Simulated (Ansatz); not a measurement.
**Al2BN3: one candidate of a structure search**

Aim: relax a trial structure of Al2BN3 and see where it ends.

Computed with Ansatz 0.2.0 (DFT PBE, scalar-relativistic, plane waves, PAW, unless a step's input says otherwise).

## (1) The starting structure

Symmetry: P6_3/mmc, No. 194, hexagonal system. The conventional cell has a = 2.725 Å, b = 2.725 Å, c = 21.713 Å, α = 90.00°, β = 90.00°, γ = 120.00°. Al (site symmetry 3m) is surrounded by 3 N at 1.57 Å. Around B (site symmetry -6m2) lie 3 N at 1.57 Å. N (site symmetry -6m2) has 3 B at 1.57 Å as nearest neighbours. Around N (site symmetry 3m) lie 3 Al at 1.57 Å.

Coordinates:

```
Al B N
1.0
     2.72491    0.00000    0.00000
    -1.36246    2.35984    0.00000
     0.00000    0.00000   21.71331
Al B N
4 2 6
Direct
  0.33333 0.66667 0.08333
  0.33333 0.66667 0.41667
  0.66667 0.33333 0.58333
  0.66667 0.33333 0.91667
  0.33333 0.66667 0.75000
  0.66667 0.33333 0.25000
  0.33333 0.66667 0.25000
  0.33333 0.66667 0.58333
  0.33333 0.66667 0.91667
  0.66667 0.33333 0.08333
  0.66667 0.33333 0.41667
  0.66667 0.33333 0.75000
```

The start is an ordering of an alloy on its end members' structure types: elements ordered on the sites of the BN type, B/Al on B (P6_3/mmc, No. 194).

## (2) Probe: one point on a coarse mesh

input.yaml reads:

```yaml
crystal:
  lattice:
    - [2.7249106, 0.0, 0.0]
    - [-1.3624553, 2.3598418, 0.0]
    - [0.0, 0.0, 21.71331368]
  atoms:
    - { symbol: Al, position: [0.33333333, 0.66666667, 0.08333333] }
    - { symbol: Al, position: [0.33333333, 0.66666667, 0.41666667] }
    - { symbol: Al, position: [0.66666667, 0.33333333, 0.58333333] }
    - { symbol: Al, position: [0.66666667, 0.33333333, 0.91666667] }
    - { symbol: B, position: [0.33333333, 0.66666667, 0.75] }
    - { symbol: B, position: [0.66666667, 0.33333333, 0.25] }
    - { symbol: "N", position: [0.33333333, 0.66666667, 0.25] }
    - { symbol: "N", position: [0.33333333, 0.66666667, 0.58333333] }
    - { symbol: "N", position: [0.33333333, 0.66666667, 0.91666667] }
    - { symbol: "N", position: [0.66666667, 0.33333333, 0.08333333] }
    - { symbol: "N", position: [0.66666667, 0.33333333, 0.41666667] }
    - { symbol: "N", position: [0.66666667, 0.33333333, 0.75] }
basis:
  ecutwfc: 420
kpoints:
  mp_grid: { grid: [6, 6, 1] }
hamiltonian:
  xc: pbe
scf:
  occupations: { method: gaussian, width: 0.1 }
  lower_state_search: "off"
output:
  forces: true
  stress: true
  eigenvalues: true
```

On the command line:

```bash
ansatz run input.yaml --threads 1 --pin off --max-ram 2560MiB --backend cpu --events-out ev --progress --plain --runs-dir out
```

The session goes on with these runs: a loose first relaxation; another rough relaxation; full relaxation.

**Question.** What will these runs give? Wanted: conventional cell; volume; energy over the elements; gap on the mesh.

The runs gave:

| quantity | value |
| --- | --- |
| symmetry at the end (tolerance 0.02 Å) | space group P6_3/mmc (No. 194) |
| conventional cell | a = 3.118 Å, b = 3.118 Å, c = 12.867 Å, α = 90.00°, β = 90.00°, γ = 120.00° |
| volume | 9.03 Å³/atom |
| energy over the elements (uncorrected; H, N, O, F and Cl as molecules) | -0.60 eV/atom |
| gap on the mesh | 1.83 eV |

What this shows: The space group P6_3/mmc (No. 194) is kept, and the volume per atom shrinks by 22.4 % from the first guess. A negative formation energy is needed for stability but isn't enough; other structures and compounds were not set against it here. No finished test with a distortion of lower symmetry is shown, so the end may be a saddle point.
